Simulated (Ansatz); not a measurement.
Task: vertical spin-state energies of CH3BCl2S, SMILES CSB(Cl)Cl, with Ansatz 0.2.0, Python API. Give the script and its output. Level of theory (for the species named): r2scan0, 6-31G* basis, multiplicity 1.

```xyz
8

C    -0.1724    0.6542    1.0203
S    -1.1735   -0.6579    0.2474
B     0.0375   -0.9233   -1.1613
Cl    1.5369   -2.1008   -0.9299
Cl   -0.1059   -0.0053   -2.7480
H     0.7816    0.3542    1.3197
H    -0.7378    1.0627    1.9092
H    -0.0742    1.5590    0.2869
```

`spin_ch3bcl2s.py`
```python
import ansatz

GEOMETRY = '''
C    -0.17240    0.65420    1.02030
S    -1.17350   -0.65790    0.24740
B     0.03750   -0.92330   -1.16130
Cl    1.53690   -2.10080   -0.92990
Cl   -0.10590   -0.00530   -2.74800
H     0.78160    0.35420    1.31970
H    -0.73780    1.06270    1.90920
H    -0.07420    1.55900    0.28690
'''

mol = ansatz.Crystal.molecule()
for line in GEOMETRY.strip().splitlines():
    symbol, *xyz = line.split()
    mol = mol.atom(symbol, [float(v) for v in xyz])

job = (
    mol.calculation()
    .basis(gaussian='6-31G*')
    .functional('r2scan0')
)
found = {}
for unpaired in [0, 2, 4]:
    report = job.spin('collinear', total=unpaired).run(threads=1, backend='cpu').report
    s = unpaired / 2
    found[unpaired] = report['free_energy_ev']
    print(f'2S+1 = {unpaired + 1}: E = {found[unpaired]:.5f} eV, <S^2> = {abs(report["mean_field"]["state"]["spin_squared"]):.3f} (pure state {s * (s + 1):.2f})')
lowest = min(found, key=found.get)
for unpaired, e in found.items():
    print(f'multiplicity {unpaired + 1}: {96.485332 * (e - found[lowest]):.1f} kJ/mol above the lowest')
```

```console
$ python spin_ch3bcl2s.py
2S+1 = 1: E = -37639.62911 eV, <S^2> = 0.000 (pure state 0.00)
2S+1 = 3: E = -37636.40534 eV, <S^2> = 2.013 (pure state 2.00)
2S+1 = 5: E = -37629.69656 eV, <S^2> = 6.014 (pure state 6.00)
multiplicity 1: 0.0 kJ/mol above the lowest
multiplicity 3: 311.0 kJ/mol above the lowest
multiplicity 5: 958.3 kJ/mol above the lowest
```

In order: multiplicity 1 (+0.00 eV), multiplicity 3 (+3.22 eV) and multiplicity 5 (+9.93 eV), all at the one geometry.

Notes:
- These settings explore the input space; basis and method may be short of convergence.
- The geometry is a force-field or estimated start, not a minimum of this method, and the basis set is short of its limit. All parts are taken at fixed geometry, without zero-point energy.
- Hardware and time: 72 s on 1 thread of Arm Neoverse V2 (shared host), peak memory 0.42 GiB.

(Lines on the test bed's own set-up are left out of the output.)
